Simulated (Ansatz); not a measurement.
# Te3Pd: the cost of one run

Computed with Ansatz 0.2.0 (DFT PBE, scalar-relativistic, plane waves, PAW, unless a step's input says otherwise).

1 further run of the same task is left out (it didn't finish).

## (1) The starting structure

The structure is cubic, space group Pm-3m (No. 221). The conventional cell has a = 4.797 Å, b = 4.797 Å, c = 4.797 Å, α = 90.00°, β = 90.00°, γ = 90.00°. Te (site symmetry 4/mmm) is surrounded by 8 Te at 3.39 Å and 4 Pd at 3.39 Å. Pd (site symmetry m-3m) is surrounded by 12 Te at 3.39 Å.

Coordinates:

```
Te Pd
1.0
     4.79687    0.00000    0.00000
     0.00000    4.79687    0.00000
     0.00000    0.00000    4.79687
Te Pd
3 1
Direct
  0.00000 0.50000 0.50000
  0.50000 0.00000 0.50000
  0.50000 0.50000 0.00000
  0.00000 0.00000 0.00000
```

This is candidate A: Cu3Au (L1_2) type (Pm-3m, No. 221).

(A quick probe on a coarse mesh, which set the mesh and smearing, is not shown.)

## (3) Full relaxation (candidate A)

File input.yaml:

```yaml
crystal:
  lattice:
    - [4.7968691976, 0.0, 0.0]
    - [0.0, 4.7968691976, 0.0]
    - [0.0, 0.0, 4.7968691976]
  atoms:
    - { symbol: Te, position: [0.0, 0.5, 0.5] }
    - { symbol: Te, position: [0.5, 0.0, 0.5] }
    - { symbol: Te, position: [0.5, 0.5, 0.0] }
    - { symbol: Pd, position: [0.0, 0.0, 0.0] }
basis:
  ecutwfc: 420
kpoints:
  mp_grid: { grid: [10, 10, 10] }
hamiltonian:
  xc: pbe
scf:
  occupations: { method: gaussian, width: 0.1 }
output:
  forces: true
  stress: true
  eigenvalues: true
relax:
  adjacent_minimum: "off"
  f_tol: 0.01
  max_steps: 80
  cell: { stress_tol: 0.05 }
```

Command:

```sh
ansatz run input.yaml --threads 1 --pin off --max-ram 2560MiB --backend cpu --events-out ev --progress --plain --runs-dir out
```

What time and memory should one allow on 1 thread of AMD EPYC 7R43 (Zen 3), shared host?

About 100 s, with a peak of 0.54 GiB.
